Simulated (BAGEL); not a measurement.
**UHF/STO-3G (density fitting with qzvpp-jkfit) run of AlHBrO (SMILES [OH][Al][Br])**

Aim: the vertical ionisation energy of AlHBrO at UHF/STO-3G (density fitting with qzvpp-jkfit), from 2 runs. 

Program for the calculation: BAGEL 1.2.2.

4 further runs of the same task are left out: 1 for a known fault of the program, 3 that didn't finish. Runs told in other sessions of the task aren't counted.

### Step 1. The system as given

AlHBrO: 4 atoms, total charge 0, spin state doublet. SMILES: `[OH][Al][Br]`. The shape is that of a PBE0-D4/def2-TZVP optimisation.

Bond lengths: O1–Al2 1.695 Å, Al2–Br3 2.270 Å, O1–H4 0.957 Å. Angles: O1–Al2–Br3 116.9°, Al2–O1–H4 123.5°.

### Step 2. A single-point energy at UHF/STO-3G (density fitting with qzvpp-jkfit)

hf.json reads:

```json
{ "bagel": [

{
  "title": "molecule",
  "basis": "sto-3g",
  "df_basis": "qzvpp-jkfit",
  "angstrom": true,
  "geometry": [
    { "atom": "O", "xyz": [   -0.417900,    0.558200,   -0.729100 ] },
    { "atom": "Al", "xyz": [   -0.100700,   -0.215000,    0.745000 ] },
    { "atom": "Br", "xyz": [    1.740900,   -1.539700,    0.836000 ] },
    { "atom": "H", "xyz": [   -1.166700,    1.136400,   -0.872200 ] }
  ]
},
{ "title": "uhf", "nopen": 1 },
{ "title": "print", "file": "orbitals.molden", "orbitals": true }

]}
```

Started as:

```bash
$ BAGEL_NUM_THREADS=1 BAGEL hf.json > hf.out
```

Output:

```text
* using 1 threads per process

  ===============================================================
  ===============================================================

  *** Geometry ***

  { "atom" : "O", "xyz" : [     -0.789717,      1.054845,     -1.377799 ] },
  { "atom" : "Al", "xyz" : [     -0.190295,     -0.406291,      1.407846 ] },
  { "atom" : "Br", "xyz" : [      3.289824,     -2.909611,      1.579811 ] },
  { "atom" : "H", "xyz" : [     -2.204743,      2.147485,     -1.648219 ] },

  Number of auxiliary basis functions:      489

  Since a DF basis is specified, we compute 2- and 3-index integrals:
    o Being stored without compression. Storage requirement is 0.004 GB

  Number of basis functions:       33
  Number of electrons      :       57

    * METHOD: MOLECULE                             0.12

  *** Open-shell HF ***

  === Nuclear Repulsion ===
   193.8399248769

      * DIIS with orbital gradients will be used.

  === UHF iteration (sto-3g) ===
      0      -2858.05511372          0.02818708           0.04
      1      -2858.14255543          0.01027188           0.04
      2      -2858.15383016          0.00359288           0.03
      3      -2858.15544497          0.00082734           0.03
      4      -2858.15593381          0.00021617           0.04
      5      -2858.15598342          0.00007354           0.04
      6      -2858.15599134          0.00002932           0.03
      7      -2858.15599262          0.00000700           0.03
      8      -2858.15599269          0.00000287           0.04
      9      -2858.15599272          0.00000093           0.04
     10      -2858.15599272          0.00000020           0.04
     11      -2858.15599272          0.00000007           0.04
     12      -2858.15599272          0.00000003           0.03
     13      -2858.15599272          0.00000001           0.04
    * SCF iteration converged.

    * S^2 (UHF) is 0.7570

    * Permanent dipole moment:
           (    1.560714,    -0.875223,    -0.584871) a.u.

    * METHOD: UHF                                  0.59

    * METHOD: PRINT                                0.00

  ===============================================================
```

It took 0.84 s on 1 thread of Intel Xeon 6975P-C (Granite Rapids), shared host.

### Step 3. The singlet cation, same level

hf.json reads:

```json
{ "bagel": [

{
  "title": "molecule",
  "basis": "sto-3g",
  "df_basis": "qzvpp-jkfit",
  "angstrom": "true",
  "geometry": [
    { "atom": "O", "xyz": [      -0.417900,       0.558200,      -0.729100 ] },
    { "atom": "Al", "xyz": [      -0.100700,      -0.215000,       0.745000 ] },
    { "atom": "Br", "xyz": [       1.740900,      -1.539700,       0.836000 ] },
    { "atom": "H", "xyz": [      -1.166700,       1.136400,      -0.872200 ] }
  ]
},

{ "title": "hf", "charge": 1 },

{ "title": "print", "file": "orbitals.molden", "orbitals": "true" }

]}
```

Started as:

```bash
$ BAGEL_NUM_THREADS=1 BAGEL hf.json > hf.out
```

Output:

```text
* using 1 threads per process

  ===============================================================
  ===============================================================

  *** Geometry ***

  { "atom" : "O", "xyz" : [     -0.789717,      1.054845,     -1.377799 ] },
  { "atom" : "Al", "xyz" : [     -0.190295,     -0.406291,      1.407846 ] },
  { "atom" : "Br", "xyz" : [      3.289824,     -2.909611,      1.579811 ] },
  { "atom" : "H", "xyz" : [     -2.204743,      2.147485,     -1.648219 ] },

  Number of auxiliary basis functions:      489

  Since a DF basis is specified, we compute 2- and 3-index integrals:
    o Being stored without compression. Storage requirement is 0.004 GB

  Number of basis functions:       33
  Number of electrons      :       57

    * METHOD: MOLECULE                             0.11

  *** RHF ***

  === Nuclear Repulsion ===
   193.8399248769

      * DIIS with orbital gradients will be used.

  === RHF iteration (sto-3g) ===
      0      -2857.85496485          0.01662408           0.02
      1      -2857.95520852          0.00936289           0.02
      2      -2857.98040686          0.00103201           0.02
      3      -2857.98089757          0.00025128           0.02
      4      -2857.98095581          0.00005045           0.02
      5      -2857.98095924          0.00001566           0.02
      6      -2857.98095968          0.00000612           0.02
      7      -2857.98095976          0.00000211           0.02
      8      -2857.98095977          0.00000061           0.02
      9      -2857.98095977          0.00000018           0.02
     10      -2857.98095977          0.00000004           0.02
     11      -2857.98095977          0.00000001           0.02
     12      -2857.98095977          0.00000001           0.02
    * SCF iteration converged.

    * Permanent dipole moment:
           (    3.017056,    -1.766352,    -0.931510) a.u.

    * METHOD: HF                                   0.32

    * METHOD: PRINT                                0.00

  ===============================================================
```

Run time: 0.58 s. Hardware: 1 thread of Intel Xeon 6975P-C (Granite Rapids), shared host.

### Step 4. Outcome

Level: UHF/STO-3G (density fitting with qzvpp-jkfit).

| quantity | value |
| --- | --- |
| doublet AlHBrO: total energy | -2858.15599 Eh |
| doublet AlHBrO: dipole moment | 4.78 D |
| doublet AlHBrO: ⟨S²⟩ | 0.757 |
| singlet cation: total energy | -2857.98096 Eh |
| singlet cation: HOMO energy | -14.49 eV |
| singlet cation: LUMO energy | -4.12 eV |
| singlet cation: HOMO–LUMO gap | 10.37 eV |
| vertical ionisation energy (to the singlet cation) | 4.763 eV |

**Reading.** The vertical ionisation energy comes to 4.76 eV (460 kJ/mol). In a minimal basis such a difference can be off by several eV, whatever the method.
